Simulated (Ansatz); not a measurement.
**GeH₂S₂: ionisation energy by level of theory**

One table from this session's results is given with a row withheld; the runs are named, their logs left out.

Program: Ansatz 0.2.0, Gaussian basis. Level of theory: unrestricted cation, the program's frozen cores in correlated methods. These are calculated values, not measurements.

Plan: UKS PBE-D4/def2-TZVPP; UKS r2SCAN-D4/def2-TZVPP; UKS PBE0-D4/def2-TZVPP; UKS B3LYP-D4/def2-TZVPP; UKS wB97X-V/def2-TZVPP; UKS wB97M-V/def2-TZVPP; UKS B2PLYP/def2-TZVPP; UHF-CCSD(T)/def2-TZVPP; UHF-MP2/def2-QZVPP; extrapolation to the limit; then −ε(HOMO) from the neutral's earlier runs with LDA (SPW92), PBE-D4, revPBE-D4, BLYP-D4, r2SCAN-D4, B97M-V, PBE0-D4, B3LYP-D4, r2SCANh-D4, r2SCAN0-D4, HSE06-D4, BHLYP-D4, CAM-B3LYP-D4, LC-ωPBE, ωB97X-V, ωB97M-V.

## The relaxed structure

The geometry comes from an earlier relaxation with PBE0-D4 in a triple-zeta def2 set; it is a stationary point.

SMILES `[SH][Ge][SH]`, 5 atoms, charge 0, spin multiplicity 1.

Atoms are counted from 1 here; the program's logs count them from 0.

Bond lengths: S1–Ge2 2.244 Å, S1–H4 1.343 Å, Ge2–S3 2.244 Å, S3–H5 1.343 Å. Angles: Ge2–S1–H4 100.7°, S1–Ge2–S3 102.9°, Ge2–S3–H5 100.7°.

As a file:

```
atom    x (Å)    y (Å)    z (Å)
  S1  -1.5855  -0.5283  -0.5658
 Ge2  -0.6678   1.4265   0.0442
  S3   1.4389   0.8529   0.5621
  H4  -0.5411  -1.3568  -0.4033
  H5   1.4053  -0.4679   0.3213
```

Set-up of the first run:

File in.yaml:

```yaml
crystal:
  periodic: [false, false, false]
  atoms:
    - {symbol: S, position_ang: [-1.585534, -0.528308, -0.565792]}
    - {symbol: Ge, position_ang: [-0.667819, 1.426520, 0.044230]}
    - {symbol: S, position_ang: [1.438941, 0.852872, 0.562091]}
    - {symbol: H, position_ang: [-0.541100, -1.356834, -0.403291]}
    - {symbol: H, position_ang: [1.405312, -0.467950, 0.321261]}
basis:
  gaussian: {orbitals: def2-TZVPP}
total_charge: 1
magnetization: {spin_polarized: true, initial_magnetization: 1}
hamiltonian: {xc: pbe, dispersion: d4}
```

Command:

```bash
ansatz run in.yaml --threads 4 --pin off --events-out ev --progress --plain --max-ram 10444MiB
```

Among the steps run: Cation, UKS PBE-D4/def2-TZVPP; Cation, UKS r2SCAN-D4/def2-TZVPP; Cation, UKS PBE0-D4/def2-TZVPP; Cation, UKS B3LYP-D4/def2-TZVPP; Cation, UKS wB97X-V/def2-TZVPP; Cation, UKS wB97M-V/def2-TZVPP; Cation, UKS B2PLYP (frozen core)/def2-TZVPP; Cation, UHF-CCSD(T)/def2-TZVPP; Cation, UHF-MP2/def2-QZVPP.

One table of the session follows, with a row left open; its other results are not shown here.

Orbital estimates, from the neutral's runs:

```
  functional  −ε(HOMO) (eV)
 LDA (SPW92)              ?
      PBE-D4           6.41
   revPBE-D4           6.36
     BLYP-D4           6.26
   r2SCAN-D4           6.68
      B97M-V           6.61
     PBE0-D4           7.44
    B3LYP-D4           7.25
  r2SCANh-D4           7.05
  r2SCAN0-D4           7.61
    HSE06-D4           7.05
    BHLYP-D4           8.33
CAM-B3LYP-D4           8.67
     LC-ωPBE           9.95
     ωB97X-V           9.62
     ωB97M-V           9.50
```

Q: Estimate the row for LDA (SPW92) from the others.

The run gave: −ε(HOMO) (eV): 6.59. In the column «−ε(HOMO) (eV)» it lies between PBE-D4 (6.41) and B97M-V (6.61).
